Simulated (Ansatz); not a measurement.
# UBLYP/def2-SVPD run of SiN2H4F (SMILES N[Si](N)F)

Aim: the electronic atomisation energy of SiN2H4F at UBLYP/def2-SVPD, from 5 runs. 

The results are computed with Ansatz 0.2.0.

37 further runs of the same task are left out: 37 set aside as unsound or not needed.

### Step 1. Starting point

SiN2H4F has 8 atoms, charge 0, and is taken as a doublet. SMILES: `N[Si](N)F`. Geometry: relaxed at PBE0-D4/def2-TZVP. This is one conformer, not always the lowest.

Bond lengths: N1–Si2 1.712 Å, Si2–N3 1.701 Å, Si2–F4 1.611 Å, N1–H5 1.008 Å, N1–H6 1.008 Å, N3–H7 1.005 Å, N3–H8 1.009 Å. Angles: N1–Si2–N3 106.6°, N1–Si2–F4 103.4°, N3–Si2–F4 115.9°, Si2–N1–H5 119.3°, Si2–N1–H6 119.1°, Si2–N3–H7 121.7°, Si2–N3–H8 121.3°, H5–N1–H6 111.5°, H7–N3–H8 112.7°.

### Step 2. The energy at UBLYP/def2-SVPD

File run.yaml:

```yaml
crystal:
  periodic: [false, false, false]
  atoms:
    - symbol: "N"
      position_ang: [-0.814900, 1.031500, -0.359900]
    - symbol: Si
      position_ang: [0.517200, -0.020700, -0.581300]
    - symbol: "N"
      position_ang: [0.780300, -0.793300, 0.910700]
    - symbol: F
      position_ang: [0.045300, -0.971200, -1.794000]
    - symbol: H
      position_ang: [-1.331700, 1.348900, -1.165000]
    - symbol: H
      position_ang: [-0.763800, 1.744700, 0.350200]
    - symbol: H
      position_ang: [1.648600, -1.254800, 1.120500]
    - symbol: H
      position_ang: [0.011100, -1.142300, 1.463200]
basis:
  gaussian: {orbitals: def2-SVPD}
magnetization: {spin_polarized: true, initial_magnetization: 1}
hamiltonian: {xc: {name: BLYP}}
accuracy: high
output: {orbitals: {seedname: orbitals}}
```

On the command line:

```bash
$ ansatz run run.yaml --threads 1 --pin off --max-ram 3480MiB --events-out events.jsonl --progress --plain --runs-dir runs
```

The log of the run:

```text
Warning: RAYON_NUM_THREADS=1 ignored (pool sized by the plan → 1); use --threads N
Functional definition: BLYP
  name "BLYP"
  parameter beta = 0.0042
  parameter a = 0.04918
  parameter b = 0.132
  parameter c = 0.2533
  parameter d = 0.349
  exchange = b88_x(beta = beta)
  correlation = lyp_c(a = a, b = b, c = c, d = d)
2421 factors; integrals over basis functions are off by at most 3.4e-9 eV
mean field evaluation 1: about -13616.7547 eV, gradient 6.7e1 eV
mean field evaluation 2: about -13551.6398 eV, gradient 1.2e2 eV
mean field evaluation 4: about -13633.1698 eV, gradient 1.5e1 eV
mean field evaluation 8: about -13634.0023 eV, gradient 4.1e-1 eV
mean field evaluation 16: about -13634.0029 eV, gradient 2.3e-5 eV
mean field -13634.00291618 eV, -501.0403657106 hartree, gradient 5.9e-8 eV, S^2 0.751312; 0 other end points of the search recorded, 0 dependent functions left out
reference -13634.00297053 eV, -501.0403677080 hartree; 21, 20 occupied and 98, 99 virtual orbitals, 2421 factors
Total energy: -13634.00297053 eV, -501.0403677080 hartree
```

Run time: 14 s. Hardware: 1 thread of Arm Neoverse V1, shared host; peak memory 0.41 GiB.

### Step 3. The F atom, same level

File input.yaml:

```yaml
basis:
  gaussian: {orbitals: def2-SVPD}
crystal:
  periodic: [false, false, false]
  atoms:
    - {symbol: F, position_ang: [0.000000, 0.000000, 0.000000]}
magnetization: {spin_polarized: true, initial_magnetization: 1}
hamiltonian: {xc: {name: BLYP}}
accuracy: high
```

On the command line:

```bash
$ ansatz run input.yaml --threads 1 --pin off --max-ram 3480MiB --events-out events.jsonl --progress --plain --runs-dir runs
```

The log of the run (excerpt; [...] marks lines left out):

```text
Warning: RAYON_NUM_THREADS=1 ignored (pool sized by the plan → 1); use --threads N
[... 9 set-up lines as earlier in the session ...]
194 factors; integrals over basis functions are off by at most 1.8e-9 eV
mean field evaluation 1: about -2711.3614 eV, gradient 5.7e0 eV
mean field evaluation 2: about -2711.3571 eV, gradient 5.9e0 eV
mean field evaluation 4: about -2711.4638 eV, gradient 6.8e-3 eV
mean field evaluation 8: about -2711.4638 eV, gradient 1.1e-5 eV
mean field evaluation 16: about -2711.4636 eV, gradient 1.5e-1 eV
mean field evaluation 32: about -2711.4638 eV, gradient 4.2e-4 eV
mean field -2711.46384451 eV, -99.6444583895 hartree, gradient 1.7e-8 eV, S^2 0.751280; 2 other end points of the search recorded, 0 dependent functions left out
reference -2711.46387686 eV, -99.6444595783 hartree; 5, 4 occupied and 18, 19 virtual orbitals, 194 factors
Total energy: -2711.46387686 eV, -99.6444595783 hartree
```

Run time: 0.58 s. Hardware: 1 thread of Arm Neoverse V1, shared host.

### Step 4. The H atom, same level

File run.yaml:

```yaml
crystal:
  periodic: [false, false, false]
  atoms:
    - {symbol: H, position_ang: [0.000000, 0.000000, 0.000000]}
basis:
  gaussian:
    orbitals: def2-SVPD
magnetization:
  spin_polarized: true
  initial_magnetization: 1
accuracy: high
hamiltonian:
  xc: {name: BLYP}
```

Run the same way, it converges to -0.49640 Eh (log not shown).

### Step 5. The N atom

File run.yaml:

```yaml
basis:
  gaussian:
    orbitals: def2-SVPD
crystal:
  periodic: [false, false, false]
  atoms:
    - {symbol: "N", position_ang: [0.000000, 0.000000, 0.000000]}
total_charge: 0
magnetization:
  spin_polarized: true
  initial_magnetization: 3
hamiltonian:
  xc: {name: BLYP}
accuracy: high
```

Run the same way, it converges to -54.52339 Eh (log not shown).

### Step 6. The Si atom

File job.yaml:

```yaml
crystal:
  periodic: [false, false, false]
  atoms:
    - {symbol: Si, position_ang: [0.000000, 0.000000, 0.000000]}
basis:
  gaussian:
    orbitals: def2-SVPD
magnetization:
  spin_polarized: true
  initial_magnetization: 2
accuracy: high
hamiltonian:
  xc: {name: BLYP}
```

Run the same way, it converges to -289.27874 Eh (log not shown).

### Step 7. Summary of results

At UBLYP/def2-SVPD:

```
                                    quantity          value
                      molecule: total energy  -501.04037 Eh
molecule: HOMO energy (highest over α and β)       -4.34 eV
 molecule: LUMO energy (lowest over α and β)       -2.84 eV
                              molecule: ⟨S²⟩          0.751
                        F atom: total energy   -99.64446 Eh
                                F atom: ⟨S²⟩          0.751
                        H atom: total energy    -0.49640 Eh
                                H atom: ⟨S²⟩          0.750
                        N atom: total energy   -54.52339 Eh
                                N atom: ⟨S²⟩          3.753
                       Si atom: total energy  -289.27874 Eh
                               Si atom: ⟨S²⟩          2.003
               electronic atomisation energy      29.518 eV
```

In words: Taking the molecule apart into free atoms costs 29.52 eV (2848 kJ/mol), before zero-point energy and without spin-orbit coupling.
